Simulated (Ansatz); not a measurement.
# Co14NiW5: the cost of one run

Program: Ansatz 0.2.0. Level of theory: DFT PBE, scalar-relativistic, plane waves, PAW. These are calculated values, not measurements.

## (1) The structure to begin with

The cell holds 20 atoms (Co14NiW5): a = 6.412 Å, b = 6.156 Å, c = 6.644 Å, α = 89.00°, β = 94.63°, γ = 91.19°.

It is the last frame of an earlier stage of the same melt, run at 3260 K.

As a file:

```
Co W Ni
1.0
     6.40671   -0.06390   -0.26338
    -0.06390    6.15581    0.05456
    -0.26338    0.05456    6.63806
Co W Ni
14 5 1
Direct
  0.75857 0.93941 0.48923
  0.61457 0.20633 0.69577
  0.27309 0.52226 0.84444
  0.32666 0.35419 0.24230
  0.51225 0.60945 0.57029
  0.54447 0.07279 0.15156
  0.28097 0.81155 0.12851
  0.01652 0.26870 0.94317
  0.96201 0.55128 0.06229
  0.67984 0.47102 0.00409
  0.35292 0.01425 0.51174
  0.62619 0.73896 0.21852
  0.83176 0.52352 0.72407
  0.29387 0.10944 0.92639
  0.11377 0.63587 0.41387
  0.04437 0.89167 0.77860
  0.70395 0.86841 0.89626
  0.95355 0.99207 0.21469
  0.76253 0.36965 0.41641
  0.04618 0.23518 0.60525
```

## (2) A single point on the frame at 3260 K

The electrons keep the Fermi-Dirac width of that temperature.

File input.yaml:

```yaml
crystal:
  lattice:
    - [6.406714, -0.063904, -0.263382]
    - [-0.063904, 6.155814, 0.054563]
    - [-0.263382, 0.054563, 6.638059]
  atoms:
    - { symbol: Co, position: [0.7585725621, 0.9394071209, 0.4892287804] }
    - { symbol: Co, position: [0.6145663339, 0.2063328645, 0.6957716552] }
    - { symbol: Co, position: [0.27309278, 0.5222627978, 0.8444445282] }
    - { symbol: Co, position: [0.3266610576, 0.3541877726, 0.2422977907] }
    - { symbol: Co, position: [0.5122548729, 0.6094460042, 0.5702908519] }
    - { symbol: Co, position: [0.5444749588, 0.0727872229, 0.1515611256] }
    - { symbol: Co, position: [0.2809656029, 0.8115530134, 0.1285104748] }
    - { symbol: Co, position: [0.0165199991, 0.2687038942, 0.9431692451] }
    - { symbol: Co, position: [0.9620107672, 0.5512794943, 0.0622912651] }
    - { symbol: Co, position: [0.6798391525, 0.4710158298, 0.0040911581] }
    - { symbol: Co, position: [0.3529184971, 0.0142500394, 0.5117379552] }
    - { symbol: Co, position: [0.6261945403, 0.7389561129, 0.218520614] }
    - { symbol: Co, position: [0.8317607409, 0.5235161713, 0.724074313] }
    - { symbol: Co, position: [0.2938723895, 0.1094390874, 0.926390987] }
    - { symbol: W, position: [0.1137669627, 0.6358675201, 0.4138740297] }
    - { symbol: W, position: [0.0443714858, 0.8916735924, 0.7785962353] }
    - { symbol: W, position: [0.7039498929, 0.8684102343, 0.896259027] }
    - { symbol: W, position: [0.9535468323, 0.9920682459, 0.2146857622] }
    - { symbol: W, position: [0.7625272492, 0.3696543793, 0.4164054815] }
    - { symbol: Ni, position: [0.0461757175, 0.2351819654, 0.6052510859] }
basis:
  ecutwfc: 420
kpoints:
  mp_grid: { grid: [4, 4, 4] }
hamiltonian:
  xc: pbe
scf:
  occupations: { method: fermi_dirac, width: 0.2809 }
output:
  forces: true
  stress: true
  eigenvalues: true
  populations: true
```

On the command line:

```
ansatz run input.yaml --threads 2 --pin off --max-ram 5120MiB --backend cpu --events-out ev --progress --plain --runs-dir out
```

Q: Estimate wall time and peak memory on 2 threads of Intel Xeon 6975P-C (Granite Rapids), shared host.

About 83 s, with a peak of 1.7 GiB.
